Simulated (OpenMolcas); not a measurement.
# Ir⁶⁺ among point charges: CASSCF and CASPT2 levels and susceptibility

How does a field of 6 point charges split the states of Ir⁶⁺, and what χT follows?

Program: OpenMolcas 26.06. Level of theory: state-averaged CASSCF and CASPT2, spin-orbit coupling by RASSI with atomic mean-field integrals. These are calculated values, not measurements, unless marked.

## Step 1: What is computed

* Species: Ir⁶⁺ (iridium, Z = 77, 71 electrons)
* Basis: ANO-RCC-VDZP [7s6p4d2f], 59 functions
* Scalar Hamiltonian: DKH2, point nucleus
* Inactive shells: 1s 2s 2p 3s 3p 3d 4s 4p 4d 4f 5s 5p
* Active space: 3 electrons in 5 orbitals (5d)
* Some configurations of this space: 5d³
* Orbitals: optimised for each spin and parity, averaged over all roots

Outer shells as boxes (Hund's rule):

5d3
```
5d [↑ ][↑ ][↑ ][  ][  ]
```

The ion sits among 6 point charges of -1.7 e arranged as an octahedron (Oh), 1.99 Å from the ion.

The work runs as a chain of OpenMolcas steps in one folder; each step below is one input file. Labels, J, g values, rates, χT and fits are worked out afterwards by a script from the matrices that RASSI stores. The input lists half of the charges; inversion (Group=XYZ) makes the rest.

## Step 2: One- and two-electron integrals

a.inp reads:

```
&GATEWAY
Coord
1

Ir 0.0 0.0 0.0
Basis=ANO-RCC-VDZP
Group=XYZ
NoMove
AngMom=0.0 0.0 0.0
AMFI
XField
3 Angstrom 0
1.990000 0.000000 0.000000 -1.700000
0.000000 1.990000 0.000000 -1.700000
0.000000 0.000000 1.990000 -1.700000
&SEWARD
```

Launch:

```bash
> OMP_NUM_THREADS=1 MOLCAS_MEM=1689 MOLCAS_PROJECT=a pymolcas a.inp > a.log
```

## Step 3: CASSCF: quartets of even parity, 10 roots

a.inp reads:

```
&RASSCF
FileOrb=start.orb
Symmetry=1
Spin=4
nActEl=3 0 0
Inactive=15 19
Ras2=5 0
CIRoot=10 10 1
SDav=10
CIMx=300
Iter=120 100
PrWF=0.3
OrbListing=Nothing
MaxOrb=0
>>> COPY $Project.JobIph JOB001
```

start.orb holds the contracted functions of the basis, ordered by shell, or the orbitals of the step before.

## Step 4: CASSCF: doublets of even parity, 40 roots

a.inp reads:

```
&RASSCF
FileOrb=start.orb
Symmetry=1
Spin=2
nActEl=3 0 0
Inactive=15 19
Ras2=5 0
CIRoot=40 40 1
SDav=40
CIMx=300
Iter=120 100
PrWF=0.3
OrbListing=Nothing
MaxOrb=0
>>> COPY $Project.JobIph JOB002
```

## Step 5: State interaction with spin-orbit coupling

a.inp reads:

```
&RASSI
NrOfJobIphs=2 10 40
1 2 3 4 5 6 7 8 9 10
1 2 3 4 5 6 7 8 9 10 11 12 13 14 15 16 17 18 19 20 21 22 23 24 25 26 27
28 29 30 31 32 33 34 35 36 37 38 39 40
IphNames
JOB001
JOB002
EJob
SpinOrbit
DIPRint=1.0
SOCoupling=1000.0
Subsets=2
Property=9
'ANGMOM' 1 'ANGMOM' 2 'ANGMOM' 3 'MLTPL  1' 1 'MLTPL  1' 2 'MLTPL  1' 3
'AMFI' 1 'AMFI' 2 'AMFI' 3
SOProperty=3
'ANGMOM' 1 'ANGMOM' 2 'ANGMOM' 3
```

## Step 6: CASPT2: IPEA 0.25, imaginary shift 0.1 (closed shells correlated: 5s 5p)

a.inp reads:

```
>>> COPY JOB001 $Project.JobIph
&CASPT2
Multistate=10 1 2 3 4 5 6 7 8 9 10
NoMult
Frozen=14 16
IPEA=0.25
Imaginary=0.1
MaxIter=60
WThr=0.0 0.3 0.05
PrWF=0.5
NoMix
>>> COPY JOB002 $Project.JobIph
&CASPT2
Multistate=40 1 2 3 4 5 6 7 8 9 10 11 12 13 14 15 16 17 18 19 20 21 22
23 24 25 26 27 28 29 30 31 32 33 34 35 36 37 38 39 40
NoMult
Frozen=14 16
IPEA=0.25
Imaginary=0.1
MaxIter=60
WThr=0.0 0.3 0.05
PrWF=0.5
NoMix
```

(Steps that only read results are left out.)

What does the calculation give? Wanted: spin-free ground state; first state of the same spin within the active space; lowest level; next level.

As calculated:

| quantity | value |
| --- | --- |
| method | SS-CASPT2, IPEA 0.25, imaginary shift 0.1 (closed shells correlated: 5s 5p) |
| spin-free ground state | 4A2, 1-fold in its orbital part |
| first state of the same spin within the active space | 4T2 at 6040 cm⁻¹ |
| lowest level | 4-fold Γ8 |
| next level | 8404.5 cm⁻¹ |
| χT at 300 K | 0.12 cm³ K/mol |
| effective moment at 300 K | 0.99 μB |

Cost by method:

```
                                              method  time of its own steps  time with the reference
                                           A. CASSCF                   11 s                     11 s
B. SS-CASPT2, IPEA 0.25, imaginary shift 0.1, +5s 5p                  4.2 s                     15 s
```

Times are of one thread on a shared host.

What this shows: The spin-free ground state (4A2) comes to 100 % from free-ion F terms and keeps the highest spin of the shell. χT at 300 K is 0.12, against 1.88 cm³ K/mol for the spin alone, so spin-orbit coupling lowers it. CASPT2 does not keep the components of a term degenerate, and the means are used. The field of point charges can differ much from that of real complexes. This is an electrostatic model: the charges have no orbitals.
